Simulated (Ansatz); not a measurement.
# Si8GeSb3S2: the cost of one run

Method: DFT PBE+D3(BJ), scalar-relativistic, plane waves, PAW, in Ansatz 0.2.0.

## 1. The structure to begin with

The cell holds 14 atoms (GeS2Sb3Si8): a = 6.985 Å, b = 6.848 Å, c = 7.102 Å, α = 93.62°, β = 90.10°, γ = 90.67°.

It is the last frame of an earlier stage of the same melt, run at 1900 K.

Coordinates:

```
Ge S Sb Si
1.0
     6.98443   -0.04084   -0.00687
    -0.04084    6.84421   -0.22027
    -0.00687   -0.22027    7.09888
Ge S Sb Si
1 2 3 8
Cartesian
  3.1316 3.1923 5.1477
  4.3389 4.3673 2.9814
  2.1190 3.0233 1.2117
  6.9630 2.1215 3.8257
  0.9685 0.6406 0.5661
  6.3781 6.0936 2.0497
  2.1974 5.4175 1.8522
  3.9183 5.5587 0.1325
  0.8115 5.0397 4.3349
  5.0216 0.8500 0.9520
  3.1958 1.1128 3.4514
  5.1034 5.7354 4.7533
  2.3202 -0.1327 5.4366
  5.3683 3.5688 0.0893
```

## 2. The last frame at 1900 K on a finer mesh

The electrons keep the Fermi-Dirac width of that temperature.

input.yaml reads:

```yaml
crystal:
  lattice:
    - [6.984432, -0.040837, -0.006871]
    - [-0.040837, 6.844212, -0.22027]
    - [-0.006871, -0.22027, 7.098877]
  atoms:
    - { symbol: Ge, position: [0.4519784335, 0.4929580381, 0.7408718452] }
    - { symbol: S, position: [0.6254884997, 0.6560226382, 0.4409390679] }
    - { symbol: S, position: [0.3061945835, 0.4495082938, 0.1849392152] }
    - { symbol: Sb, position: [0.9994215713, 0.3336463544, 0.5502345371] }
    - { symbol: Sb, position: [0.1393100072, 0.0970920309, 0.0828863775] }
    - { symbol: Sb, position: [0.918798967, 0.9060312793, 0.3177358267] }
    - { symbol: Si, position: [0.3195857541, 0.8026531356, 0.2861281676] }
    - { symbol: Si, position: [0.5658323023, 0.816983143, 0.0445694111] }
    - { symbol: Si, position: [0.1212392759, 0.7574852772, 0.6342698378] }
    - { symbol: Si, position: [0.7198885714, 0.1329652718, 0.138921565] }
    - { symbol: Si, position: [0.4591023704, 0.1811724161, 0.4922543742] }
    - { symbol: Si, position: [0.7364282071, 0.8648258835, 0.6971343357] }
    - { symbol: Si, position: [0.3329901035, 0.0072596142, 0.7663918485] }
    - { symbol: Si, position: [0.7717261229, 0.5269870188, 0.0296730821] }
basis:
  ecutwfc: 420
kpoints:
  mp_grid: { grid: [3, 4, 3] }
hamiltonian:
  xc: pbe
  dispersion: d3bj
scf:
  occupations: { method: fermi_dirac, width: 0.1637 }
output:
  forces: true
  stress: true
  eigenvalues: true
  populations: true
  write_density: true
  write_potential: true
  elf: true
  volumetric_format: npy
```

Run with:

```
ansatz run input.yaml --threads 2 --pin off --max-ram 5120MiB --backend cpu --events-out ev --progress --plain --runs-dir out
```

**Question.** How long does this run take on 2 threads of Arm Neoverse V1, shared host, and how much memory does it need?

About 39 s, with a peak of 0.77 GiB.
